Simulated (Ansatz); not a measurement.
Runs of Ansatz 0.2.0 on SnTe3. Symmetry: Fm-3m, No. 225, cubic system. Conventional cell: a = 7.722 Å, b = 7.722 Å, c = 7.722 Å, α = 90.00°, β = 90.00°, γ = 90.00°. Around Te (site symmetry m-3m) lie 8 Te at 3.34 Å. Te (site symmetry -43m) is surrounded by 4 Te at 3.34 Å and 4 Sn at 3.34 Å. Around Sn (site symmetry m-3m) lie 8 Te at 3.34 Å. The cell comes from a database or a generator and needn't be the stable form of this composition.

```csv
task,level,cell,k mesh,cutoff (eV),share of exact exchange,gap on the mesh (eV),pressure (GPa),relaxed volume (Å³/atom)
relaxation of cell and atoms,PBEsol,relaxed,6 × 6 × 6,420,-,none,0.0,(a)
single point,r2SCAN0 form with a typed share of exact exchange,as given,4 × 4 × 4,500,0.5,none,-2.5,-
relaxation of cell and atoms,PBEsol+D3(BJ)-ATM,relaxed,6 × 6 × 6,420,-,none,0.0,25.98
relaxation of cell and atoms,PBEsol+D4,relaxed,6 × 6 × 6,420,-,none,0.0,26.36
single point,r2SCAN0 form with a typed share of exact exchange,as given,4 × 4 × 4,500,0,none,0.5,-
single point,r2SCAN0,as given,4 × 4 × 4,500,0.25,none,(b),-
single point,r2SCAN0 form with a typed share of exact exchange,as given,4 × 4 × 4,500,0.15,none,-0.3,-
single point,r2SCAN0 form with a typed share of exact exchange,as given,4 × 4 × 4,500,0.35,none,-1.5,-
```

Alike in all rows: potentials or basis Ansatz PAW; no spin polarisation; smearing fermi-dirac 0.05 eV.

Fill in the values left out.

(a) 27.21; (b) -0.9.

Caveats: the PAW data sets come from PBE, with cores solved anew for the run's functional, which leaves a small shift of forces and pressure; the thresholds are loose for stress (some runs); the plane-wave basis is chosen anew once the cell has moved, so the energies of steps on either side of that aren't comparable (some runs); pairwise dispersion overbinds metals, which lowers pressure and volume (some runs).

A k mesh can miss the band edges, and the runs leave out spin-orbit coupling on Sn, Te.

A gap of «none» marks a metal or a gap under the smearing width.
